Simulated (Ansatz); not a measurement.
# BH7NPSi: the cost of one run

All numbers below are computed with Ansatz 0.2.0 (RHF/def2-SVP).

## 1. The structure to begin with

Bond lengths: B1–P2 1.894 Å, P2–N3 1.777 Å, P2–Si4 2.277 Å, B1–H5 1.236 Å, B1–H6 1.193 Å, N3–H7 1.096 Å, N3–H8 1.050 Å, Si4–H9 1.449 Å, Si4–H10 1.462 Å, Si4–H11 1.409 Å. Angles (14 of 15 angles, heavy atoms first): B1–P2–N3 94.3°, B1–P2–Si4 92.8°, N3–P2–Si4 95.6°, P2–B1–H5 119.5°, P2–B1–H6 124.2°, P2–N3–H7 110.8°, P2–N3–H8 109.1°, P2–Si4–H9 105.2°, P2–Si4–H10 106.2°, P2–Si4–H11 108.7°, H5–B1–H6 115.9°, H7–N3–H8 101.4°, H9–Si4–H10 111.1°, H9–Si4–H11 112.1°.

As a file:

```xyz
11

B    -0.9950    1.4581    0.0733
P    -1.1280   -0.4289    0.1666
N    -0.2427   -0.5506    1.7029
Si    0.6946   -0.7349   -1.1640
H    -1.3504    2.0426   -0.9564
H    -0.7197    2.1571    1.0000
H     0.7157   -0.0222    1.6430
H     0.0751   -1.5419    1.8388
H     0.2451   -0.4175   -2.5043
H     1.0508   -2.1481   -1.0483
H     1.7200    0.1294   -0.7309
```

## 2. End point A

input.yaml

```yaml
crystal:
  periodic: [false, false, false]
  atoms:
    - { symbol: B, position_ang: [-0.995, 1.4581, 0.0733] }
    - { symbol: P, position_ang: [-1.128, -0.4289, 0.1666] }
    - { symbol: "N", position_ang: [-0.2427, -0.5506, 1.7029] }
    - { symbol: Si, position_ang: [0.6946, -0.7349, -1.164] }
    - { symbol: H, position_ang: [-1.3504, 2.0426, -0.9564] }
    - { symbol: H, position_ang: [-0.7197, 2.1571, 1.0] }
    - { symbol: H, position_ang: [0.7157, -0.0222, 1.643] }
    - { symbol: H, position_ang: [0.0751, -1.5419, 1.8388] }
    - { symbol: H, position_ang: [0.2451, -0.4175, -2.5043] }
    - { symbol: H, position_ang: [1.0508, -2.1481, -1.0483] }
    - { symbol: H, position_ang: [1.72, 0.1294, -0.7309] }
basis:
  gaussian: { orbitals: def2-SVP }
hamiltonian:
  xc: hf
relax:
  f_tol: 0.015
  max_steps: 40
output:
  orbitals: {}
```

The run is started by

```console
ansatz run input.yaml --threads 1 --pin off --max-ram 2048MiB --backend cpu --events-out ev --progress --plain --runs-dir out
```

Q: Estimate wall time and peak memory on 1 thread of Arm Neoverse V1, shared host.

About 33 s, with a peak of 0.19 GiB.
